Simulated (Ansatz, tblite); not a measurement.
# C2H6Cl3NSi: isomers side by side, part 2 of 2

Aim: relax some chosen isomers of C2H6Cl3NSi, and see how the levels of theory order them.

Ansatz 0.2.0, Gaussian basis; relaxed with r2SCAN-D4/def2-SVP, singlet. The steps go on from the part before.

**14. Candidate A, PBE0-D4/def2-SVP**

in.yaml reads:

```yaml
crystal:
  periodic: [false, false, false]
  atoms:
    - {symbol: C, position_ang: [1.079765, -0.562333, 0.900717]}
    - {symbol: C, position_ang: [-1.057940, 0.600017, 0.892011]}
    - {symbol: Cl, position_ang: [1.901416, -0.061229, -2.362316]}
    - {symbol: Cl, position_ang: [-1.003923, 1.612719, -2.365517]}
    - {symbol: Cl, position_ang: [-0.978387, -1.692928, -2.267407]}
    - {symbol: N, position_ang: [0.074375, 0.129290, 0.109823]}
    - {symbol: Si, position_ang: [-0.000787, -0.003664, -1.586825]}
    - {symbol: H, position_ang: [1.464208, 0.106530, 1.691888]}
    - {symbol: H, position_ang: [1.930400, -0.864346, 0.274395]}
    - {symbol: H, position_ang: [0.668557, -1.466474, 1.390304]}
    - {symbol: H, position_ang: [-1.769577, 1.148593, 0.259420]}
    - {symbol: H, position_ang: [-1.597099, -0.235011, 1.380136]}
    - {symbol: H, position_ang: [-0.710998, 1.288824, 1.683369]}
basis:
  gaussian: {orbitals: def2-SVP, initial_orbitals: start.molden}
hamiltonian: {xc: pbe0, dispersion: d4}
scf: {omitted_lower_state_checks: [starts]}
output: {orbitals: {seedname: orbitals}}
```

Started as:

```
$ ansatz run in.yaml --threads 4 --pin off --events-out ev --progress --plain --max-ram 4787MiB
```

Output:

```text
Functional definition: PBE0
  name "PBE0"
  cite "Adamo & Barone, J. Chem. Phys. 110, 6158 (1999) doi:10.1063/1.478522"
  cite "Perdew, Burke & Ernzerhof, Phys. Rev. Lett. 77, 3865 (1996) doi:10.1103/PhysRevLett.77.3865"
  parent pbe
  parameter a = 0.25
  parameter kappa = 0.804
  parameter beta = 0.06672455060314922
  exchange = (1 - a)*pbe_x(kappa = kappa, mu = beta*pi^2/3) + a*exact_x
  correlation = pbe_c(beta = beta)
these checks for a lower state are left out or cut short: starts
1392 factors; integrals over basis functions are off by at most 1.2e-3 eV
mean field evaluation 1: about -49075.1359 eV, gradient 7.6e0 eV
mean field evaluation 2: about -49075.2963 eV, gradient 1.1e-1 eV
mean field evaluation 4: about -49075.5067 eV, gradient 1.5e-3 eV
mean field -49075.50672485 eV, -1803.4916075649 hartree, gradient 3.1e-5 eV, S^2 0.000000; 0 other end points of the search recorded, 0 dependent functions left out
reference -49075.50675174 eV, -1803.4916085532 hartree; 45, 45 occupied and 99, 99 virtual orbitals, 1392 factors
Total energy: -49075.91146836 eV, -1803.5064816145 hartree
Checks for a lower state left out: starts
```

It took 2.8 s on 4 threads of Arm Neoverse V2, shared host.

Report: HOMO -7.12 eV, LUMO 0.49 eV.

**15. Candidate A, HF/STO-3G**

Changes to in.yaml since step 14:

```diff
@@ -17,4 +17,4 @@
 basis:
-  gaussian: {orbitals: def2-SVP, initial_orbitals: start.molden}
-hamiltonian: {xc: pbe0, dispersion: d4}
+  gaussian: {orbitals: STO-3G}
+hamiltonian: {xc: hf}
 scf: {omitted_lower_state_checks: [starts]}
```

The command is unchanged.

Output:

```text
Functional definition: HF
  name "HF"
  cite "Fock, Z. Phys. 61, 126 (1930) doi:10.1007/BF01340294"
  parent pbe
  exchange = exact_x
  correlation = 0
these checks for a lower state are left out or cut short: starts
687 factors; integrals over basis functions are off by at most 3.6e-5 eV
mean field evaluation 1: about -48475.3091 eV, gradient 2.9e1 eV
mean field evaluation 2: about -48475.5504 eV, gradient 2.9e1 eV
mean field evaluation 4: about -48479.3005 eV, gradient 1.2e0 eV
mean field evaluation 8: about -48479.3081 eV, gradient 1.2e-5 eV
mean field -48479.30807417 eV, -1781.5817112704 hartree, gradient 8.1e-6 eV, S^2 0.000000; 0 other end points of the search recorded, 0 dependent functions left out
reference -48479.30807417 eV, -1781.5817112704 hartree; 45, 45 occupied and 12, 12 virtual orbitals, 687 factors
Total energy: -48479.30807417 eV, -1781.5817112704 hartree
Checks for a lower state left out: starts
```

Wall time 0.25 s (4 threads of Arm Neoverse V2, shared host).

From the report: HOMO -8.98 eV, LUMO 6.21 eV.

**16. Candidate A, CCSD(T)/def2-SVP**

Changes to in.yaml since step 15:

```diff
@@ -17,4 +17,4 @@
 basis:
-  gaussian: {orbitals: STO-3G}
-hamiltonian: {xc: hf}
+  gaussian: {orbitals: def2-SVP, initial_orbitals: start.molden}
+correlation: {method: ccsd_t}
 scf: {omitted_lower_state_checks: [starts]}
```

Launched as before.

Output (excerpt; [...] marks lines left out):

```text
Functional definition: HF
  name "HF"
  cite "Fock, Z. Phys. 61, 126 (1930) doi:10.1007/BF01340294"
  parent pbe
[...]
1392 factors; integrals over basis functions are off by at most 1.2e-3 eV
[...]
mean field -48998.62390533 eV, -1800.6662160608 hartree, gradient 1.3e-6 eV, S^2 0.000000; 0 other end points of the search recorded, 0 dependent functions left out
23 core orbitals not correlated: weight in the atoms' cores, before any rotation towards them, 1.000 or more for the frozen orbitals, at most 0.000 for the correlated occupied ones
reference -48998.62390533 eV, -1800.6662160608 hartree; 22, 22 occupied and 99, 99 virtual orbitals, 1392 factors
second order -25.64638988 eV of doubles, -0.00000000 eV of singles
cycle   1  -26.93200244 eV  change    -1.3e0 eV  update   1.0e-1
[...]
cycle   8  -27.62456524 eV  change   -3.0e-5 eV  update   3.6e-5
perturbative correction -0.73139859 eV, -0.0268784023 hartree
Total energy: -49026.97986916 eV, -1801.7082785110 hartree
Checks for a lower state left out: starts
```

Wall time 25 s (4 threads of Arm Neoverse V2, shared host); peak memory 1 GiB.

Hartree-Fock HOMO -10.52 eV, LUMO 4.52 eV; T1 0.009.

**17. Candidate A, MP2/def2-TZVP**

Changes to in.yaml since step 16:

```diff
@@ -17,4 +17,4 @@
 basis:
-  gaussian: {orbitals: def2-SVP, initial_orbitals: start.molden}
-correlation: {method: ccsd_t}
+  gaussian: {orbitals: def2-TZVP, initial_orbitals: start.molden}
+correlation: {method: mp2}
 scf: {omitted_lower_state_checks: [starts]}
```

Same command.

Output:

```text
Functional definition: HF
  name "HF"
  cite "Fock, Z. Phys. 61, 126 (1930) doi:10.1007/BF01340294"
  parent pbe
  exchange = exact_x
  correlation = 0
these checks for a lower state are left out or cut short: starts
1757 factors; integrals over basis functions are off by at most 1.2e-3 eV
mean field evaluation 1: about -49016.7371 eV, gradient 4.7e1 eV
mean field evaluation 2: about -49017.9063 eV, gradient 1.5e0 eV
mean field evaluation 4: about -49018.4192 eV, gradient 1.5e-2 eV
mean field evaluation 8: about -49018.4193 eV, gradient 1.8e-6 eV
mean field -49018.41934759 eV, -1801.3936851460 hartree, gradient 8.4e-7 eV, S^2 0.000000; 0 other end points of the search recorded, 0 dependent functions left out
23 core orbitals not correlated: weight in the atoms' cores, before any rotation towards them, 1.000 or more for the frozen orbitals, at most 0.000 for the correlated occupied ones
reference -49018.41934759 eV, -1801.3936851460 hartree; 22, 22 occupied and 232, 232 virtual orbitals, 1757 factors
second order -33.05828590 eV of doubles, -0.00000000 eV of singles
Total energy: -49051.47763349 eV, -1802.6085547451 hartree
Checks for a lower state left out: starts
```

Run time: 7 s. Hardware: 4 threads of Arm Neoverse V2, shared host; peak memory 0.84 GiB.

From the report: Hartree-Fock HOMO -10.50 eV, LUMO 3.61 eV.

**18. A against B**

The energies of B at these levels come from its own runs, whose logs aren't repeated here.

Differences are taken before rounding.

```csv
method,A above B (kcal/mol),from CCSD(T)/def2-SVP (kcal/mol),time
GFN1-xTB,15.3,+7.9,0.019 s
GFN2-xTB,1.7,-5.7,0.018 s
HF/STO-3G,4.0,-3.4,0.5 s
HF/def2-SVP,8.7,+1.2,
HF/def2-TZVP,9.7,+2.3,10 s
PBE-D4/def2-SVP,7.1,-0.3,3.7 s
PBE-D4/def2-TZVP,7.9,+0.5,8.9 s
r2SCAN-D4/def2-TZVP,8.6,+1.1,17 s
PBE0-D4/def2-SVP,7.6,+0.1,5.4 s
PBE0-D4/def2-TZVP,8.4,+1.0,16 s
LC-ωPBE/def2-TZVP,9.1,+1.6,9.9 s
ωB97X-V/def2-TZVP,8.3,+0.8,31 s
MP2/def2-SVP,7.7,+0.3,
MP2/def2-TZVP,7.9,+0.5,14 s
CCSD/def2-SVP,7.7,+0.3,
CCSD(T)/def2-SVP,7.4,0,49 s
```

Among the levels timed on like hardware and quicker than the yardstick, those that no quicker one beats, quickest first: GFN2-xTB (0.018 s, -5.7 kcal/mol); HF/STO-3G (0.5 s, -3.4 kcal/mol); PBE-D4/def2-SVP (3.7 s, -0.3 kcal/mol); PBE0-D4/def2-SVP (5.4 s, +0.1 kcal/mol).

Times add the two runs; a level without a time comes out of a correlated run.

**19. Results**

What follows sums up all 2 parts.

```
                   quantity          value
A above B, CCSD(T)/def2-SVP  +7.4 kcal/mol
    levels that put A lower           none
```

In words: All levels free of doubt put B (C1) below A (Cs), by 1.7 to 15.3 kcal/mol. The yardstick is in a double-zeta basis, so levels in larger sets aren't compared like for like. CCSD(T)/def2-SVP isn't at the basis-set limit; small misses against it rank nothing. Only these isomers were run, one conformer each; others of the formula can lie lower. Only singlets are compared; another spin may lie lower and prefer another shape.
